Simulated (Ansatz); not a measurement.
AlNi3, space group Fm-3m, a fixed-spin-moment curve

Computed with the Ansatz DFT code, driven from Python.

Run as a notebook:

```python
import warnings

import ansatz as az
import numpy as np

XC = "pbesol"
MESH = (8, 8, 8)
OCCUPATIONS = "Fermi-Dirac"
SCF_TOL = 1e-10
```

```python
warnings.simplefilter("ignore", az.DeckWarning)
```

```python
vectors = np.array([
    [0.0, 2.801889, 2.801889],
    [2.801889, 0.0, 2.801889],
    [2.801889, 2.801889, 0.0],
])
structure = (
    az.Lattice.of(vectors)
    .atom("Al", (0.5, 0.5, 0.5))
    .atom("Ni", (0.25, 0.25, 0.25))
    .atom("Ni", (0.0, 0.0, 0.0))
    .atom("Ni", (0.75, 0.75, 0.75))
)
```

```python
setup = structure.calculation()
setup = setup.functional(XC)
setup = setup.kpoints(mesh=MESH, center="gamma")
setup = setup.occupations(OCCUPATIONS, width=150 * az.meV)
setup = setup.scf(tolerance=SCF_TOL)
# a hard lock holds the total moment, with one Fermi level a spin
rows = []
for total in [0.0, 0.9, 1.8, 2.7, 3.6, 4.5, 5.4]:
    rep = setup.spin("collinear", total=total, lock="hard").run().report
    up, down = rep["spin_fermi_energies_ev"]
    rows.append((total, rep["free_energy_ev"], up - down, rep["absolute_magnetization_mub"]))
reference = rows[0][1]
rows = [(m, 1000 * (e - reference), split, size) for m, e, split, size in rows]
print("     total muB    F - F(0) meV  EF up - down eV    absolute muB")
for row in rows:
    print(f"{str(row[0]):>14s}  {row[1]:14.2f}  {row[2]:15.4f}  {row[3]:14.3f}")
best = min(rows, key=lambda row: row[1])
print(f"lowest at {best[0]} muB per cell, {best[1]:.1f} meV against the first point")
```

    RunWarning: this spin-polarised run has no starting moment large enough to seed its density, and nothing else in its deck makes the two spin channels differ, so an SCF from that start keeps the magnetisation at zero until it first converges, unless a state [...]
         total muB    F - F(0) meV  EF up - down eV    absolute muB
               0.0            0.00           0.0000           0.000
               0.9           57.58           0.2686           0.915
               1.8          266.83           0.7119           1.803
               2.7          731.81           1.3381           2.700
               3.6         1536.85           2.3106           3.600
               4.5         2856.70           3.7952           4.500
               5.4         4843.85           4.8047           5.400
    lowest at 0.0 muB per cell, 0.0 meV against the first point

The lowest point lies at 0 μB a cell, the first of the scan; at 5.4 μB the energy is 4844 meV above the lowest.

Caveats:
- The mesh is modest for a metal, so energies can be off by several to tens of meV an atom and pressures by half a GPa or more; differences at equal mesh fare better.
- The smearing is wide enough that free energy and stress hold a thermal part of the electrons.
- The structure comes from a database of computed cells and needn't be a stable or known phase.
- Warnings are shown shortened and without file and line.
- Only points where the Fermi levels of the two spins meet (minima, maxima and zero moment) are free solutions; a shallow minimum can lie between the points.
- The script silences the warnings on its input, which a real study should read.
- Finished in 63 s on 1 thread of Arm Neoverse V2 (shared host), peak memory 0.48 GiB.
